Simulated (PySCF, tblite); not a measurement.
# Ga2H10N2Si, a small molecule taken as a stand-in for a surface group (GaN 2-ring): NMR shifts, core binding energies and electronic excitations

Aim: the NMR shifts, core binding energies and electronic excitations of `[SiH3][GaH-]1[NH2+][GaH2-][NH2+]1`.

Computed with tblite 0.8.0 and PySCF 2.14.0; each step states its level. No surroundings beyond the atoms listed, unless a continuum is named. Atoms count from 0, parts from 1.

## (1) The system as given

15 atoms, charge 0, multiplicity 1; geometry: distance geometry start.

## (2) Relaxing the cluster with GFN2-xTB

Job settings and geometry (Å):

```
{"job": {"kind": "relax", "xc": "GFN2-xTB", "basis": "xTB"}, "charge": 0, "multiplicity": 1}
N      1.154567     0.588575    -0.362932
Ga    -0.610410     0.218654    -1.043399
N     -0.660233    -1.471597    -0.066752
Ga     1.116569    -1.093401     0.611400
Si     1.097658    -0.749560     2.883739
H      1.153021     1.374109     0.245957
H      1.827290     0.570537    -1.091720
H     -0.617738    -0.004562    -2.567972
H     -1.653806     1.197437    -0.521617
H     -0.658362    -2.269910    -0.706911
H     -1.360681    -1.447379     0.644504
H      2.156315    -2.078481     0.117918
H      0.527170     0.526581     3.191617
H      2.428059    -0.787816     3.404818
H      0.336970    -1.742583     3.541908
```

With the program's defaults for keys left out, this is: GFN2-xTB geometry optimisation, gas phase.

Command:

```console
$ OMP_NUM_THREADS=1 python cluster_run.py task.json out
```

One launch serves the whole session: the jobs run in the order shown.

**Question.** The jobs that follow are: PBE0-D3(BJ)/def2-SVP geometry optimisation, gas phase; GIAO PBE0/pcSseg-1 NMR shielding, non-relativistic, gas phase; delta-SCF UKS SCAN, pcX-2 on the ionised atom, pcseg-1 elsewhere, spin-free X2C; TDDFT CAM-B3LYP/def2-SVPD, vertical, gas phase, core orbitals frozen in the response. Predict: point group; rotational constants (main isotopes); ¹H shifts against TMS (PBE0/pcSseg-1); ¹⁵N shifts against NH3 (PBE0/pcSseg-1); ⁷¹Ga shifts against GaH4- (PBE0/pcSseg-1); ²⁹Si shifts against TMS (PBE0/pcSseg-1); N1s binding energies, SCAN/pcX-2; Si2p binding energies, SCAN/pcX-2; lowest singlet (CAM-B3LYP/def2-SVPD); brightest single state of those computed; lowest triplet; vertical ionisation energy (ΔSCF).

**Answer**, as computed:

```
                                 quantity                                                           value
                              point group                                                              C1
     rotational constants (main isotopes)                                            3.23, 0.81, 0.80 GHz
    ¹H shifts against TMS (PBE0/pcSseg-1)  4.96, 4.71, 4.68, 3.27, 3.23, 3.23, 1.04, 1.03, 0.80, 0.79 ppm
   ¹⁵N shifts against NH3 (PBE0/pcSseg-1)                                                  27.8, 27.4 ppm
⁷¹Ga shifts against GaH4- (PBE0/pcSseg-1)                                                    262, 235 ppm
  ²⁹Si shifts against TMS (PBE0/pcSseg-1)                                                      -121.9 ppm
         N1s binding energies, SCAN/pcX-2                                         N2 404.93, N0 404.92 eV
        Si2p binding energies, SCAN/pcX-2                                                   Si4 106.20 eV
     lowest singlet (CAM-B3LYP/def2-SVPD)                                     5.91 eV (210 nm), f = 0.007
 brightest single state of those computed                                     state 4, 6.82 eV, f = 0.068
                           lowest triplet                                                         5.33 eV
        vertical ionisation energy (ΔSCF)                                                         9.26 eV
```

**Reading.** The start of the PBE0/def2-SVP relaxation was shaken at random by about 0.01 Å, so part of the energy gained, and of the first lengths quoted, undoes that. Over 14 steps the energy fell by 0.256 eV; of the close pairs, N2–Ga3 changed most, 2.142 to 2.022 Å (PBE0/def2-SVP). No frequency check was run at this level, so the end point may be a saddle. Hydrogens of an XH3 group are listed apart at this fixed geometry; free rotation makes them one line at their mean. At PBE0/pcSseg-1: Shielding is most anisotropic at Ga3 (span 171 ppm, paramagnetic term -1192 ppm). At SCAN/pcX-2: the N1s levels computed lie within 0.00 eV of one another, too close to rank. The first singlet state (HOMO→LUMO 0.90) lies at 5.91 eV and is weak; of the 6 states computed, the strongest absorption comes from state 4 at 6.82 eV (the last state computed absorbs too, and its partners may lie past the list). The lowest triplet lies 0.58 eV below the lowest singlet (triplets in Tamm-Dancoff, singlets in full TDDFT). The orbital energy would give 8.54 eV for ionisation, ΔSCF gives 9.26 eV. Spin-orbit coupling is left out, which matters for shieldings and couplings at and beside the heavy atoms. A capped cluster stands for the solid here, so long-range fields and strain are missing, and bands or shifts of the capping hydrogens have no counterpart in it.
